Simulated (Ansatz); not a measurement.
**Ag2ClF: a single-point run**

Aim: a sound single-point run of Ag2ClF. The structure is shown as the input types it. The cell is built on a prototype (ordering on rocksalt) and needn't be the phase found in nature.

Computed with Ansatz 0.2.0 (density functional or hybrid calculation with the settings of its input, plane waves (as first typed), unless a step's input says otherwise).

2 further runs of the same task are left out: 2 that didn't finish.

**1. Starting point**

Symmetry: R-3m, No. 166, trigonal system. The conventional cell has a = 3.887 Å, b = 3.887 Å, c = 15.985 Å, α = 90.00°, β = 90.00°, γ = 120.00°. Around F (site symmetry -3m) lie 6 Ag at 2.49 Å. Cl (site symmetry -3m) has 6 Ag at 2.75 Å as nearest neighbours. Around Ag (site symmetry 3m) lie 3 F at 2.49 Å and 3 Cl at 2.75 Å.

As a file:

```xyz
4
Lattice="1.9433 1.1220 5.3283 -1.9433 1.1220 5.3283 0.0000 -2.2440 5.3283" Properties=species:S:1:pos:R:3 pbc="T T T"
F     1.9433    1.1220    5.3283
Cl    0.0000    0.0000    7.9925
Ag    0.0000    0.0000    4.2462
Ag    0.0000    0.0000   11.7387
```

**2. Input and run**

input.yaml reads:

```yaml
crystal:
  lattice:
    - [1.943322575, 1.1219778118, 5.328309998]
    - [-1.943322575, 1.1219778118, 5.328309998]
    - [0.0, -2.2439556236, 5.328309998]
  atoms:
    - { symbol: F, position: [1.0, 0.0, 0.0] }
    - { symbol: Cl, position: [0.5, 0.5, 0.5] }
    - { symbol: Ag, position: [0.2656404833, 0.2656404833, 0.2656404833] }
    - { symbol: Ag, position: [0.7343595167, 0.7343595167, 0.7343595167] }
kpoints:
  mp_grid: { grid: [6, 6, 6] }
hamiltonian:
  xc: pbe
scf:
  occupations: { method: cold, width: 1.5 }
  n_extra_bands: 5
output:
  forces: true
  stress: true
  eigenvalues: true
```

On the command line:

```
ansatz run input.yaml --threads 4 --pin off --max-ram 3686MiB --backend cpu --events-out ev --progress --plain --runs-dir out
```

What happens when this is run?

This run ends as converged, with warnings (electron count residual). It gives a pressure of 38 GPa, which is large; a structure far from rest gives such values too, whatever the setting.

The suspect setting: scf.occupations.method is cold; scf.occupations.width is 1.5. The width is far wider than usual, so occupations near the Fermi level are blurred and the entropy term grows.

Run again and compare: set scf.occupations.method to fermi_dirac and scf.occupations.width to 0.02.
